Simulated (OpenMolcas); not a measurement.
# Ar⁵⁺: RASSCF and RASPT2 terms and fine-structure levels

Wanted: the level scheme of Ar⁵⁺ from active-space wave functions, then second-order correlation under several settings.

Program: OpenMolcas 26.06. Level of theory: state-averaged RASSCF and RASPT2, spin-orbit coupling by RASSI with atomic mean-field integrals. These are calculated values, not measurements, unless marked.

**1. The atom as given**

| Property | Result |
| --- | --- |
| Species | Ar⁵⁺ (argon, Z = 18, 13 electrons) |
| Basis | ANO-R3 [6s5p4d2f1g], 64 functions |
| Scalar Hamiltonian | X2C, finite nucleus |
| Inactive shells | 1s 2s 2p 3s |
| Active space | 1 electron in 9 orbitals (RAS2 3p; RAS3 3d 4s, at most 1 electrons) |
| Some configurations of this space | 3s2 3d, 3s2 4s, 3s2 3p |
| Orbitals | optimised for each spin and parity, averaged over the low roots |

The outer shells:

3s2 3d
```
3s [↑↓]
3d [↑ ][  ][  ][  ][  ]
```

3s2 4s
```
3s [↑↓]
4s [↑ ]
```

3s2 3p
```
3s [↑↓]
3p [↑ ][  ][  ]
```

Each step is its own input file, run in one work folder so that later steps find the files of earlier ones. Labels, J, g values, rates, χT and fits are worked out afterwards by a script from the matrices that RASSI stores.

**2. One- and two-electron integrals**

a.inp reads:

```
&GATEWAY
Coord
1

Ar 0.0 0.0 0.0
Basis=ANO-R3
Group=XYZ
NoMove
AngMom=0.0 0.0 0.0
AMFI
&SEWARD
```

Command:

```bash
OMP_NUM_THREADS=1 MOLCAS_MEM=1689 MOLCAS_PROJECT=a pymolcas a.inp > a.log
```

**3. RASSCF: doublets of odd parity, 3 roots**

a.inp reads:

```
&RASSCF
FileOrb=start.orb
Symmetry=2
Spin=2
nActEl=1 0 1
Inactive=3 3
Ras2=0 3
Ras3=6 0
CIRoot=3 3 1
SDav=3
CIMx=300
Iter=120 100
PrWF=0.3
OrbListing=Nothing
MaxOrb=0
Thrs=2.0e-7 1.0e-1 5.0e-4
Atom
>>> COPY $Project.JobIph JOB001
```

start.orb holds the contracted functions of the basis, ordered by shell, or the orbitals of the step before.

**4. RASSCF: doublets of even parity, 5 roots**

a.inp reads:

```
&RASSCF
FileOrb=start.orb
Symmetry=1
Spin=2
nActEl=1 0 1
Inactive=3 3
Ras2=0 3
Ras3=6 0
CIRoot=5 5 1
SDav=6
CIMx=300
Iter=120 100
PrWF=0.3
OrbListing=Nothing
MaxOrb=0
Thrs=2.0e-7 1.0e-1 5.0e-4
Atom
>>> COPY $Project.JobIph JOB002
```

**5. State interaction with spin-orbit coupling**

a.inp reads:

```
&RASSI
NrOfJobIphs=2 3 5
1 2 3
1 2 3 4 5
IphNames
JOB001
JOB002
EJob
SpinOrbit
DIPRint=1.0
SOCoupling=1000.0
Subsets=2
MEES
Property=10
'ANGMOM' 1 'ANGMOM' 2 'ANGMOM' 3 'MLTPL  1' 1 'MLTPL  1' 2 'MLTPL  1' 3
'AMFI' 1 'AMFI' 2 'AMFI' 3 'MLTPL  2' 6
SOProperty=3
'ANGMOM' 1 'ANGMOM' 2 'ANGMOM' 3
```

**6. CASPT2: IPEA 0.25, imaginary shift 0.1 (closed shells correlated: 2s 2p 3s)**

a.inp reads:

```
>>> COPY JOB001 $Project.JobIph
&CASPT2
Multistate=3 1 2 3
Frozen=1 0
IPEA=0.25
Imaginary=0.1
MaxIter=60
WThr=0.0 0.3 0.05
PrWF=0.5
NoMix
>>> COPY JOB002 $Project.JobIph
&CASPT2
Multistate=5 1 2 3 4 5
Frozen=1 0
IPEA=0.25
Imaginary=0.1
MaxIter=60
WThr=0.0 0.3 0.05
PrWF=0.5
NoMix
```

**7. CASPT2: IPEA 0.5, imaginary shift 0.1 (closed shells correlated: 2s 2p 3s)**

Edit a.inp of step 6 so:

```diff
@@ -4,3 +4,3 @@
 Frozen=1 0
-IPEA=0.25
+IPEA=0.5
 Imaginary=0.1
@@ -14,3 +14,3 @@
 Frozen=1 0
-IPEA=0.25
+IPEA=0.5
 Imaginary=0.1
```

(Steps that only read results are left out.)

Before running it: what results should come out? Wanted: lowest level; first excited level; lowest level of another term; spin-orbit lowering of the lowest level; strongest of the lines computed, by gA, at SS-RASPT2 energies.

The runs gave:

```
                                                     quantity                                                                           value
                                                       method  SS-RASPT2, IPEA 0.25, imaginary shift 0.1 (closed shells correlated: 2s 2p 3s)
                                                 lowest level                                   3s2 3p 2P* 1/2, 100 % of that term, g = 0.666
                                  ground level listed by NIST                                                                          2P°1/2
                                          first excited level                                                     3s2 3p 2P* 3/2 at 2070 cm-1
                                 lowest level of another term                                                    3s2 3d 2D 3/2 at 197650 cm-1
                      spin-orbit lowering of the lowest level                                                                       1382 cm-1
strongest of the lines computed, by gA, at SS-RASPT2 energies                      3s2 3d 2D 5/2 → 3s2 3p 2P* 3/2, 51.09 nm, A = 1.03e+10 s⁻¹
```

Cost and accuracy by method:

```
                                                 method  time of its own steps  time with the reference  mean absolute difference from the measured levels (cm-1)
                                              A. RASSCF                  9.6 s                    9.6 s                                                      6700
B. SS-RASPT2, IPEA 0.25, imaginary shift 0.1, +2s 2p 3s                  3.2 s                     13 s                                                     14000
 C. SS-RASPT2, IPEA 0.5, imaginary shift 0.1, +2s 2p 3s                  3.5 s                     13 s                                                     13000
```

Times are of one thread on a shared host.

In words: The multiplet 2P* is regular. Method A lies closest to the measured levels (6700 cm⁻¹ on average) and B farthest (14000). Only the configurations of the active space and the roots asked for are present. Not all states of the active space went into the spin-orbit step. CASPT2 does not keep the components of a term degenerate, and the means are used. Levels of other configurations are missing from the list.
